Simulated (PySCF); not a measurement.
# CuOCl₂: relaxation and vibrations of the doublet

Where does doublet CuOCl₂ go from a trigonal pyramidal start, is the end point a minimum, and what are its modes, charges and moments?

Program: PySCF 2.14.0. Level of theory: PBE0, basis Cu def2-TZVP, O def2-TZVP, Cl def2-TZVP, no relativity, density fitting. These are calculated values, not measurements.

### Step 1. The starting structure

4 atoms, charge 0, spin multiplicity 2.

Bond lengths: Cu1–O2 1.720 Å, Cu1–Cl3 2.110 Å, Cu1–Cl4 2.110 Å. Angles: O2–Cu1–Cl3 99.8°, O2–Cu1–Cl4 99.8°, Cl3–Cu1–Cl4 99.8°.

Z-matrix (Å, degrees; charge 0 multiplicity 2):
```
Cu
O  1 1.7200
Cl 1 2.1100 2 99.75
Cl 1 2.1100 2 99.75 3 -101.77
```

### Step 2. First SCF at the start

One driver script runs all steps and calls PySCF; scf.py shows how it sets up the SCF of each step. The optimiser is the driver's own. After this first run the driver tries any further starts and a stability analysis.

Contents of scf.py:

```python
from pyscf import gto, scf, dft
mol = gto.M(atom='''
Cu     0.000000    -0.616610     0.000000
O      1.719340    -0.569470    -0.000010
Cl    -0.393210     0.685060    -1.613400
Cl    -0.393220     0.685060     1.613400''',
    basis={'Cu': 'def2-TZVP', 'O': 'def2-TZVP', 'Cl': 'def2-TZVP'},
    charge=0, spin=1)
mf = dft.UKS(mol, xc='PBE0')
mf.grids.atom_grid = (50, 194)
aux = {'Cu': 'def2-universal-JKFIT', 'O': 'def2-universal-JKFIT', 'Cl': 'def2-universal-JKFIT'}
mf = mf.density_fit(auxbasis=aux)
mf.conv_tol = 1e-08
mf.diis_space = 10
mf.max_cycle = 60
mf.init_guess = 'minao'
mf.verbose = 4
mf.kernel()
```

Command:

```
> OMP_NUM_THREADS=4 python axn.py task.json out
```

Log (excerpt; [...] marks lines left out):

```text
[... the frontier levels of the middle cycles are left out ...]
init E= -2635.23837566151
[... the frontier-level lines of each cycle are left out ...]
cycle= 1 E= -2631.2445858207  delta_E= 3.99  |g|= 4.21  |ddm|= 1.64
cycle= 2 E= -2613.30722599889  delta_E= 17.9  |g|= 8.83  |ddm|= 7.04
cycle= 3 E= -2632.67853801248  delta_E= -19.4  |g|= 3.14  |ddm|= 6.07
cycle= 4 E= -2627.26791403934  delta_E= 5.41  |g|= 2.79  |ddm|= 3.51
cycle= 5 E= -2634.24279217975  delta_E= -6.97  |g|= 1.37  |ddm|= 3.53
cycle= 6 E= -2634.17147700955  delta_E= 0.0713  |g|= 2.14  |ddm|= 1.61
cycle= 7 E= -2635.15048780118  delta_E= -0.979  |g|= 1.07  |ddm|= 0.487
cycle= 8 E= -2635.39257787671  delta_E= -0.242  |g|= 0.417  |ddm|= 0.299
cycle= 9 E= -2635.43521008372  delta_E= -0.0426  |g|= 0.151  |ddm|= 0.179
cycle= 10 E= -2635.44276510432  delta_E= -0.00756  |g|= 0.0382  |ddm|=  0.1
cycle= 11 E= -2635.44353999702  delta_E= -0.000775  |g|= 0.0383  |ddm|= 0.0509
cycle= 12 E= -2635.44379098606  delta_E= -0.000251  |g|= 0.043  |ddm|= 0.0231
cycle= 13 E= -2635.44362414343  delta_E= 0.000167  |g|= 0.044  |ddm|= 0.00731
cycle= 14 E= -2635.44376089088  delta_E= -0.000137  |g|= 0.0434  |ddm|= 0.00646
[... 46 cycles left out ...]
SCF not converged.
init E= -2635.23837566151
[... 20 cycles left out ...]
SCF not converged.
init E= -2635.45192424687
[... 16 cycles left out ...]
cycle= 17 E= -2635.46093444536  delta_E= -6.01e-05  |g|= 0.00279  |ddm|= 0.0195
cycle= 18 E= -2635.46096321149  delta_E= -2.88e-05  |g|= 0.00244  |ddm|= 0.0105
cycle= 19 E= -2635.46098723956  delta_E= -2.4e-05  |g|= 0.0014  |ddm|= 0.0082
cycle= 20 E= -2635.46102878843  delta_E= -4.15e-05  |g|= 0.00166  |ddm|= 0.0159
cycle= 21 E= -2635.46105294762  delta_E= -2.42e-05  |g|= 0.00145  |ddm|= 0.00974
cycle= 22 E= -2635.46107533842  delta_E= -2.24e-05  |g|= 0.00116  |ddm|= 0.00919
cycle= 23 E= -2635.46110749373  delta_E= -3.22e-05  |g|= 0.00127  |ddm|= 0.0141
cycle= 24 E= -2635.46113274844  delta_E= -2.53e-05  |g|= 0.00135  |ddm|= 0.0117
cycle= 25 E= -2635.46116981  delta_E= -3.71e-05  |g|= 0.00162  |ddm|= 0.0182
cycle= 26 E= -2635.46119518085  delta_E= -2.54e-05  |g|= 0.00115  |ddm|= 0.0125
cycle= 27 E= -2635.4612215324  delta_E= -2.64e-05  |g|= 0.00122  |ddm|= 0.0137
cycle= 28 E= -2635.46125271391  delta_E= -3.12e-05  |g|= 0.00175  |ddm|= 0.0172
cycle= 29 E= -2635.46127408907  delta_E= -2.14e-05  |g|= 0.00113  |ddm|= 0.0112
cycle= 30 E= -2635.46128972408  delta_E= -1.56e-05  |g|= 0.00091  |ddm|= 0.00832
SCF not converged.
macro= 0  E= -2635.46137916285  delta_E= -8.94388e-05  |g|= 0.000909727  1 KF 5 JK
macro= 1  E= -2635.46166654767  delta_E= -0.000287385  |g|= 0.0106204  2 KF 7 JK
macro= 2  E= -2635.46229352551  delta_E= -0.000626978  |g|= 0.0185047  3 KF 14 JK
macro= 3  E= -2635.47030332484  delta_E= -0.0080098  |g|= 0.0143024  3 KF 15 JK
macro= 4  E= -2635.47538443645  delta_E= -0.00508111  |g|= 0.0254272  3 KF 14 JK
macro= 5  E= -2635.47645297808  delta_E= -0.00106854  |g|= 9.44893e-05  5 KF 24 JK
macro= 6  E= -2635.47645298501  delta_E= -6.92808e-09  |g|= 5.4712e-05  1 KF 4 JK
macro X = 7  E=-2635.47645298501  |g|= 5.4712e-05  total 19 KF 91 JK
converged SCF energy = -2635.47645298501  <S^2> = 1.6939539  2S+1 = 2.788515
```

This step, with its further starts and checks, took 73 s on 4 threads of Arm Neoverse V1, shared host.

The starts that the driver tried:

| start | energy (Eh) |
| --- | --- |
| the minimal-basis guess | -2635.476453 |
| a thermally smeared density | -2635.476453 |
| a smeared PBE density | -2635.476453 |

Where DIIS stalls, the driver goes on with a level shift of 0.3 Eh and then with a second-order solver.

No lower solution of this spin turned up from the other starts or in the test of internal stability.

### Step 3. Relaxing the doublet from the trigonal pyramidal start

The program finds Cs symmetry in the start, which this walk keeps. Threshold on the gradient: 0.0003 Eh/bohr, with a further test on the energy change.

Edit scf.py of step 2 so:

```diff
@@ -3,4 +3,4 @@
-Cu     0.000000    -0.616610     0.000000
-O      1.719340    -0.569470    -0.000010
-Cl    -0.393210     0.685060    -1.613400
-Cl    -0.393220     0.685060     1.613400''',
+Cu    -0.000001    -0.616609    -0.000001
+O      1.719339    -0.569469    -0.000000
+Cl    -0.393216     0.685062    -1.613399
+Cl    -0.393216     0.685059     1.613401''',
@@ -16 +15,0 @@
-mf.init_guess = 'minao'
```

The optimiser's trace:

| step | energy (Eh) | change (kJ/mol) | largest symmetric gradient (Eh/bohr) |
| --- | --- | --- | --- |
| 0 | -2635.476453 | 0.00 | 0.03497 |
| 1 | -2635.482458 | -15.77 | 0.01428 |
| 2 | -2635.488392 | -31.35 | 0.01155 |
| 3 | -2635.489995 | -35.55 | 0.01105 |
| 4 | -2635.490996 | -38.18 | 0.01182 |
| 5 | -2635.492282 | -41.56 | 0.01058 |
| 6 | -2635.493327 | -44.30 | 0.00838 |
| 7 | -2635.493697 | -45.27 | 0.00259 |
| 8 | -2635.493769 | -45.46 | 0.00167 |
| 9 | -2635.493834 | -45.63 | 0.00115 |
| 10 | -2635.493891 | -45.78 | 0.00201 |
| 11 | -2635.494076 | -46.27 | 0.00368 |
| 12 | -2635.495625 | -50.34 | 0.00823 |
| 13 | -2635.499803 | -61.30 | 0.01577 |
| 14 | -2635.502167 | -67.51 | 0.01594 |
| 15 | -2635.504625 | -73.96 | 0.01232 |
| 16 | -2635.506400 | -78.63 | 0.00707 |
| 17 | -2635.506895 | -79.93 | 0.00145 |
| 18 | -2635.506921 | -79.99 | 0.00028 |
| 19 | -2635.506923 | -80.00 | 0.00031 |
| 20 | -2635.506923 | -80.00 | 0.00004 |

The walk took 1.8 min.

It settles in C2v symmetry, 80.0 kJ/mol below the start, after 20 steps: Cu–Cl 2.199 Å (×2), Cu–O 1.746 Å; Cl–Cu–Cl 73.7°, Cl–Cu–O 143.1° (×2).

### Step 4. Hessian and properties

On the finer grid the gradient is checked again; gradients at displacements of ±0.02 bohr then give force constants and infrared intensities.

Edit scf.py of step 3 so:

```diff
@@ -3,4 +3,4 @@
-Cu    -0.000001    -0.616609    -0.000001
-O      1.719339    -0.569469    -0.000000
-Cl    -0.393216     0.685062    -1.613399
-Cl    -0.393216     0.685059     1.613401''',
+Cu     0.538410    -0.344613    -0.000000
+O      2.008723    -1.285697    -0.000001
+Cl    -0.943843     0.604115    -1.318953
+Cl    -0.943844     0.604112     1.318953''',
@@ -10 +10 @@
-mf.grids.atom_grid = (50, 194)
+mf.grids.atom_grid = (75, 302)
@@ -13 +13 @@
-mf.conv_tol = 1e-08
+mf.conv_tol = 1e-10
```

This SCF starts from the last density.

SCF at the final geometry:

```text
init E= -2635.50693210424
[... the frontier-level lines of each cycle are left out ...]
cycle= 1 E= -2635.50693210384  delta_E= 3.93e-10  |g|= 4.53e-05  |ddm|= 1.98e-05
cycle= 2 E= -2635.50693209656  delta_E= 7.28e-09  |g|= 0.000195  |ddm|= 8.05e-05
cycle= 3 E= -2635.50693210427  delta_E= -7.71e-09  |g|= 2.33e-06  |ddm|= 6.45e-05
cycle= 4 E= -2635.50693210428  delta_E= -9.55e-12  |g|= 8.86e-07  |ddm|= 2.04e-06
Extra cycle  E= -2635.50693210427  delta_E= 5.91e-12  |g|= 2.98e-06  |ddm|= 1.68e-06
converged SCF energy = -2635.50693210427  <S^2> = 1.6494949  2S+1 = 2.7564433
```

The whole step took 99 s.

Geometry: C2v; Cu–Cl 2.199 Å (×2), Cu–O 1.746 Å; Cl–Cu–Cl 73.7°, Cl–Cu–O 143.1° (×2).

Harmonic modes (main isotopes):

```csv
symmetry,ω (cm⁻¹),IR (km/mol),μ (u),type
b2,75,5.4,21.56,bend
b1,138,9.7,26.28,bend
a1,174,0.0,35.94,bend
b2,270,1.6,39.52,stretch
a1,334,21.0,34.58,stretch
a1,630,7.3,19.24,stretch
```

Every mode is real; the point is a minimum.

Properties at this point:

```yaml
Dipole_moment: 0.09 D
Highest_occupied_level: -8.79 eV
Lowest_empty_level: -5.56 eV
Rotational_constants: 0.1386, 0.08242, 0.05168 cm⁻¹
Zero-point_energy: 9.7 kJ/mol
Principal_polarisabilities: 30.2, 74.1, 93.3 bohr³
Atomisation_energy_without_zero-point_energy: 655 kJ/mol
Principal_traceless_quadrupole_moments_about_the_centre_of_mass: -5.91, 2.56, 3.36 D Å
Entropy_at_298.15_K_and_1_bar_electronic_part_spin_only: 338.2 J/(mol K)
Heat_capacity_Cp_at_298.15_K: 75.3 J/(mol K)
Enthalpy_at_298.15_K_above_0_K: 17.88 kJ/mol
Rotational_symmetry_number: 2
Spin_squared_⟨S²⟩: 1.649
```

Populations by atom (charges in e):

```json
{"atom": "Cu1", "Mulliken": "0.50", "Löwdin": "-0.24", "polar tensor": "0.59", "spin (Mulliken)": "0.43", "Mayer order to Cu1": "–"}
{"atom": "O2", "Mulliken": "-0.24", "Löwdin": "-0.11", "polar tensor": "-0.21", "spin (Mulliken)": "1.41", "Mayer order to Cu1": "1.14"}
{"atom": "Cl3,4", "Mulliken": "-0.13", "Löwdin": "0.17", "polar tensor": "-0.19", "spin (Mulliken)": "-0.42", "Mayer order to Cu1": "0.64"}
```

Outer orbital energies (eV). α occupied: -11.52, -11.35, -11.28, -10.65, -9.92, -9.52, -9.20, -9.19; empty: -5.56, -0.43, 1.89, 2.62. β occupied: -11.49, -11.48, -10.61, -10.10, -9.46, -9.34, -9.24, -8.79; empty: -4.95, -4.65, -0.33, 2.17.

Mulliken populations on Cu1: s 6.56, p 12.42, d 9.52, f 0.00.

### Step 5. Outcome

```
                                          quantity                                                                  value
                                           minimum                                        broken-symmetry (Ms = 1/2), C2v
                                          geometry  Cu–Cl 2.199 Å (×2), Cu–O 1.746 Å; Cl–Cu–Cl 73.7°, Cl–Cu–O 143.1° (×2)
                                wavenumbers (cm⁻¹)              75 (b2), 138 (b1), 174 (a1), 270 (b2), 334 (a1), 630 (a1)
                                     dipole moment                                                                 0.09 D
highest occupied, lowest empty level (either spin)                                                        -8.79, -5.56 eV
                        polar-tensor charge of Cu1                                                                +0.59 e
                                 zero-point energy                                                             9.7 kJ/mol
                               entropy at 298.15 K                                                        338.2 J/(mol K)
         atomisation energy (no zero-point energy)                                                             655 kJ/mol
                                              ⟨S²⟩                                                                  1.649
```

In words: From Cs at the start the molecule goes to a C2v minimum. The determinant is spin-contaminated (⟨S²⟩ = 1.65 against 0.75), so it is no pure spin state. In the infrared the band at 334 cm⁻¹ (a1, stretch) leads. Only this shape and spin were tried, so other structures or states may lie lower. Open d and f shells are described by one determinant, and the ground state may have another occupation or spin.

The search up to here took 4.7 min.
